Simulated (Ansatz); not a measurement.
# CH6B2O: the cost of one run

All numbers are computed with Ansatz 0.2.0 through its Python package. The levels of theory stand in the script.

### Step 1. The system

Bond lengths: B1–B2 1.616 Å, B2–C3 1.579 Å, C3–O4 1.335 Å, B1–H5 1.193 Å, B1–H6 1.247 Å, B2–H7 1.176 Å, C3–H8 1.108 Å, C3–H9 1.137 Å, O4–H10 0.962 Å. Angles: B1–B2–C3 119.3°, B1–B2–H7 120.6°, C3–B2–H7 120.0°, B2–B1–H5 123.7°, B2–B1–H6 120.1°, H5–B1–H6 116.0°, B2–C3–O4 113.0°, B2–C3–H8 109.3°, B2–C3–H9 106.9°, O4–C3–H8 113.5°, O4–C3–H9 109.9°, H8–C3–H9 103.7°, C3–O4–H10 110.1°.

The script holds or builds the structure itself.

### Step 2. The code

File ch6b2o.py:

```python
"""One geometry of CH6B2O, method by method."""

from pathlib import Path
import warnings

import ansatz
import numpy as np

GEOMETRY = """
B    -0.27570    1.70840   -0.19250
B    -0.27600    0.37090    0.71530
C     0.34350   -0.95820    0.13100
O    -0.28630   -1.39040   -0.96350
H     0.11010    1.74160   -1.32130
H    -0.79420    2.75720    0.23890
H    -0.66540    0.39930    1.82420
H     0.40330   -1.71770    0.93530
H     1.43170   -0.73670   -0.11070
H     0.09200   -2.22540   -1.25370
"""

warnings.simplefilter("ignore", ansatz.DeckWarning)

mol = ansatz.Crystal.molecule()
for line in GEOMETRY.strip().splitlines():
    symbol, *xyz = line.split()
    mol = mol.atom(symbol, [float(v) for v in xyz])

model = mol.calculation().basis(gaussian="cc-pVDZ")

print("functional    E (Ha)        dipole (D)   HOMO (eV)  LUMO (eV)")
for name in ["r2scan0", "lda", "pbe0", "blyp", "lc_wpbe", "pbe"]:
    r = model.functional(name).forces().orbitals().run(threads=1, pin="off", runs_dir="runs").report
    lines = Path(r["orbitals_path"]).read_text().splitlines()
    field_of = lambda key: [line.split("=")[1].strip() for line in lines if line.startswith(key)]
    orbitals = [(27.211386 * float(e), s, float(n)) for e, s, n in zip(field_of("Ene="), field_of("Spin="), field_of("Occup="))]
    homo = max(e for e, _, n in orbitals if n > 0.5)
    lumo = min(e for e, _, n in orbitals if n < 0.5)
    dipole = 4.803205 * np.linalg.norm(r["charge_distribution"]["dipole_moment_e_ang"])
    print(f"{name:10s} {r['free_energy_ev'] / 27.211386246:14.6f} {dipole:9.3f} {homo:11.3f} {lumo:10.3f}")
```

### Step 3. The calls as engine input

The package turns the script's settings into the engine's input (first run):

```yaml
crystal:
  periodic: [false, false, false]
  atoms:
    - { symbol: B, position_ang: [-0.2757, 1.7084, -0.1925] }
    - { symbol: B, position_ang: [-0.276, 0.3709, 0.7153] }
    - { symbol: C, position_ang: [0.3435, -0.9582, 0.131] }
    - { symbol: O, position_ang: [-0.2863, -1.3904, -0.9635] }
    - { symbol: H, position_ang: [0.1101, 1.7416, -1.3213] }
    - { symbol: H, position_ang: [-0.7942, 2.7572, 0.2389] }
    - { symbol: H, position_ang: [-0.6654, 0.3993, 1.8242] }
    - { symbol: H, position_ang: [0.4033, -1.7177, 0.9353] }
    - { symbol: H, position_ang: [1.4317, -0.7367, -0.1107] }
    - { symbol: H, position_ang: [0.092, -2.2254, -1.2537] }
basis:
  gaussian:
    orbitals: cc-pVDZ
hamiltonian:
  xc: r2scan0
output:
  orbitals: {}
  forces: true
```

### Step 4. Running it

Launch:

```bash
> python ch6b2o.py
```

**Question.** How long does this script take on 1 thread of Arm Neoverse V2, shared host, and how much memory does it need?

About 14 s, with a peak of 0.22 GiB.
